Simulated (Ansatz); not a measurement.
# Rhodium, diamond under r²SCAN: structure, energy and stiffness

What does r²SCAN give for rhodium in the diamond structure? We relax it, solve it on a dense k-mesh, switch on spin-orbit coupling, then scale the cell to 7 volumes from 88 to 112 % of the relaxed one and try a fit of the equation of state. The k-meshes are 10×10×10 for the relaxation; 16×16×16 for the dense run; 10×10×10 for spin-orbit coupling; 11×11×11 for the volumes.

This is Rh in the diamond structure; at room conditions it is fcc.

Computed with Ansatz 0.2.0 (DFT r2SCAN, plane waves (500 eV) with PAW, scalar-relativistic; PAW files made under PBE, frozen cores solved again for the functional, unless a step says otherwise).

### 1 The starting structure

The structure is cubic, space group Fd-3m (No. 227). The conventional cell has a = 5.296 Å, b = 5.296 Å, c = 5.296 Å, α = 90.00°, β = 90.00°, γ = 90.00°. Rh (site symmetry -43m) has 4 Rh at 2.29 Å as nearest neighbours.

As a file:

```
CELL_PARAMETERS angstrom
0.00000 2.64786 2.64786
2.64786 0.00000 2.64786
2.64786 2.64786 0.00000
ATOMIC_POSITIONS crystal
Rh 0.12500 0.12500 0.12500
Rh 0.87500 0.87500 0.87500
```

### 2 Relaxation of the cell

Input file input.yaml:

```yaml
crystal:
  lattice:
    - [0.0, 2.647863974, 2.647863974]
    - [2.647863974, 0.0, 2.647863974]
    - [2.647863974, 2.647863974, 0.0]
  atoms:
    - { symbol: Rh, position: [0.125, 0.125, 0.125] }
    - { symbol: Rh, position: [0.875, 0.875, 0.875] }
hamiltonian:
  xc: r2scan
  pseudopotentials:
    kind: paw
    azcp:
      Rh: "pseudopotentials/Rh.paw.azcp"
basis:
  ecutwfc: 500
  fft_grid_basis: typed
kpoints:
  mp_grid: { grid: [10, 10, 10], shift: [0, 0, 0] }
magnetization:
  spin_polarized: false
scf:
  occupations: { method: fermi_dirac, width: 0.1 }
relax:
  max_steps: 60
  f_tol: 0.01
  cell: {}
```

Command:

```console
$ ansatz run input.yaml --threads 1 --pin off --max-ram 3584MiB --backend cpu --events-out ev --progress --plain --runs-dir out
```

The runs that follow: Dense single point; With spin-orbit coupling; Volume × 0.88; Volume × 0.92; Volume × 0.96; Volume × 1.0; Volume × 1.04; Volume × 1.08; Volume × 1.12.

What does the calculation give? Wanted: space group; conventional cell; volume; shortest distance; gap on the mesh; relative to fcc; V₀, B₀, B₀′.

**Answer**, as computed:

```
                      quantity                         value
space group (spins left aside)               Fd-3m (No. 227)
             conventional cell                   a = 5.465 Å
                        volume                20.400 Å³/atom
             shortest distance                       2.366 Å
               gap on the mesh  none (levels filled in part)
               relative to fcc                +1124 meV/atom
                   V₀, B₀, B₀′  20.327 Å³/atom, 145 GPa, 5.1
```

In words: From the guessed start the volume grew by 9.9 % in 5 steps. It lies 1124 meV/atom above the element's reference form at the same level (fcc, from a run of its own), so it is far from stable. No gap shows: it is a metal or semimetal at this level. The total energy of the spin-orbit run lies +6.9 eV/atom from the scalar one, but the two kinds of run don't share a zero of energy: only differences within one kind count. B₀ comes out at 145 GPa. The symmetry was held, so the structure may be unstable against distortions that break it.
